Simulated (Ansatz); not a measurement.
# NbSCl3: one species, many methods

The task here is to estimate one member of a computed series from the others.

Program: Ansatz 0.2.0, Gaussian basis. Level of theory: functionals in def2-TZVPP, the program's frozen cores in correlated methods. These are calculated values, not measurements.

The runs, in order: LDA (SPW92), PBE-D4, revPBE-D4, BLYP-D4, r2SCAN-D4, B97M-V, PBE0-D4, B3LYP-D4, r2SCANh-D4, r2SCAN0-D4, HSE06-D4, BHLYP-D4, CAM-B3LYP-D4, LC-ωPBE, ωB97X-V, ωB97M-V, B2PLYP, PBE-QIDH; CCSD(T)/def2-SVP; CCSD(T)/def2-TZVPP; MP2/def2-QZVPP; extrapolation to the limit; RPA on PBE.

**The relaxed structure**

All runs share one geometry, relaxed beforehand with PBE0-D4 in a triple-zeta def2 set. Nb takes the def2 core potential; no spin-orbit term is included.

SMILES `[S]=[Nb]([Cl])([Cl])[Cl]`, 5 atoms, charge 0, spin multiplicity 1.

Atoms are counted from 1 here; the program's logs count them from 0.

Bond lengths: S1–Nb2 2.116 Å, Nb2–Cl3 2.262 Å, Nb2–Cl4 2.262 Å, Nb2–Cl5 2.262 Å. Angles: S1–Nb2–Cl3 108.1°, S1–Nb2–Cl4 108.1°, S1–Nb2–Cl5 108.1°, Cl3–Nb2–Cl4 110.9°, Cl3–Nb2–Cl5 110.9°, Cl4–Nb2–Cl5 110.8°.

The first run:

Input file in.yaml:

```yaml
crystal:
  periodic: [false, false, false]
  atoms:
    - {symbol: S, position_ang: [-0.659137, -0.199514, 1.987784]}
    - {symbol: Nb, position_ang: [0.010846, -0.014480, -0.010762]}
    - {symbol: Cl, position_ang: [1.835334, -1.326863, -0.262726]}
    - {symbol: Cl, position_ang: [-1.661077, -0.689592, -1.375881]}
    - {symbol: Cl, position_ang: [0.524034, 2.156949, -0.379814]}
basis:
  gaussian: {orbitals: def2-TZVPP}
hamiltonian: {xc: lda}
output: {orbitals: {seedname: orbitals}}
```

Started as:

```bash
$ ansatz run in.yaml --threads 4 --pin off --events-out ev --progress --plain --max-ram 10444MiB
```

Steps of the session up to this table: LDA; PBE-D4 (GGA); revPBE-D4 (GGA); BLYP-D4 (GGA); r2SCAN-D4 (meta-GGA); B97M-V (meta-GGA); B3LYP-D4 (hybrid); r2SCANh-D4 (hybrid); r2SCAN0-D4 (hybrid); HSE06-D4 (hybrid); BHLYP-D4 (hybrid); CAM-B3LYP-D4 (range-separated); LC-ωPBE (range-separated); ωB97X-V (range-separated); ωB97M-V (range-separated); B2PLYP (double hybrid); PBE-QIDH (double hybrid).

One of the session's tables, all rows but one given; the rest of the session is left out.

It belongs to the step «Orbital energies across the functionals». 

```
  functional  HOMO (eV)  LUMO (eV)  gap (eV)
 LDA (SPW92)      -7.44      -4.23      3.21
      PBE-D4      -7.28      -4.03      3.25
   revPBE-D4      -7.23      -3.96      3.27
     BLYP-D4      -7.09      -3.88      3.21
   r2SCAN-D4      -7.60      -4.02      3.58
      B97M-V      -7.62      -3.97      3.65
     PBE0-D4          ?          ?         ?
    B3LYP-D4      -8.21      -3.50      4.71
  r2SCANh-D4      -8.03      -3.75      4.29
  r2SCAN0-D4      -8.69      -3.32      5.36
    HSE06-D4      -8.09      -3.72      4.37
    BHLYP-D4      -9.48      -2.44      7.04
CAM-B3LYP-D4      -9.72      -2.29      7.43
     LC-ωPBE     -11.08      -1.29      9.79
     ωB97X-V     -10.73      -1.31      9.41
     ωB97M-V     -10.55      -1.29      9.26
```

**Question.** Estimate the row for PBE0-D4.

**Answer.** HOMO (eV): -8.48; LUMO (eV): -3.35; gap (eV): 5.14. In the column «HOMO (eV)» it lies between r2SCAN0-D4 (-8.69) and B3LYP-D4 (-8.21).
